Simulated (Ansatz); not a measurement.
Here is an Ansatz input file for BH5Se, SMILES [BH3-][SeH2+]. Write the same calculation for the Python package.

```yaml
crystal:
  periodic: [false, false, false]
  atoms:
    - { symbol: B, position_ang: [-0.5114, -0.3552, -0.4278] }
    - { symbol: Se, position_ang: [1.0436, 0.8423, -0.0261] }
    - { symbol: H, position_ang: [-0.9321, -0.8911, 0.5288] }
    - { symbol: H, position_ang: [-0.2003, -1.0858, -1.2911] }
    - { symbol: H, position_ang: [-1.4522, 0.3702, -0.8391] }
    - { symbol: H, position_ang: [0.3802, 1.3612, 1.2641] }
    - { symbol: H, position_ang: [1.7335, -0.3095, 0.7454] }
basis:
  gaussian:
    orbitals: def2-SVP
correlation:
  active_space:
    window:
      electrons: 2
      orbitals: 2
```

Typed at the interpreter:
```pycon
>>> import ansatz as az
>>> molecule = (
...     az.Crystal.molecule()
...     .atom("B", (-0.5114, -0.3552, -0.4278))
...     .atom("Se", (1.0436, 0.8423, -0.0261))
...     .atom("H", (-0.9321, -0.8911, 0.5288))
...     .atom("H", (-0.2003, -1.0858, -1.2911))
...     .atom("H", (-1.4522, 0.3702, -0.8391))
...     .atom("H", (0.3802, 1.3612, 1.2641))
...     .atom("H", (1.7335, -0.3095, 0.7454))
... )
>>> model = (
...     molecule.calculation()
...     .basis(gaussian="def2-SVP")
...     .correlation(active_electrons=2, active_orbitals=2)
... )
>>> for method in [None]:
...     summary = (model if method is None else model.correlation(method)).run(threads=1, pin="off").report
...     space = summary["configurations"]
...     state = space["states"][0]
...     print(method or "casscf", f"total {summary['free_energy_ev'] / 27.211386246:.6f} Ha, active-space state {state['energy']['hartree']:.6f} Ha, mean field {summary['reference_energy_ev'] / 27.211386246:.6f} Ha")
...     print("  determinants", state["n_determinants"], " natural occupations", [round(n, 3) for n in space["natural_occupations"]])
...
casscf total -2427.071764 Ha, active-space state -2427.071764 Ha, mean field -2427.053090 Ha
  determinants 4  natural occupations [1.964, 0.036]
>>> print("effectively unpaired electrons, sum of min(n, 2 - n):", round(sum(min(n, 2 - n) for n in space["natural_occupations"]), 3))
effectively unpaired electrons, sum of min(n, 2 - n): 0.071
```

Notes:
- The settings weren't tested for convergence.
- The geometry is a force-field or estimated start, not a minimum of this method, and the basis set is short of its limit. The active space starts as a window about the frontier orbitals and is then optimised, not chosen by chemistry.
- It ran for 2.5 s on 1 thread of Intel(R) Xeon(R) Platinum 8375C CPU @ 2.90GHz (Ice Lake), with other jobs on the host, peak memory 0.2 GiB.

(Lines on the test bed's own set-up are left out of the output.)
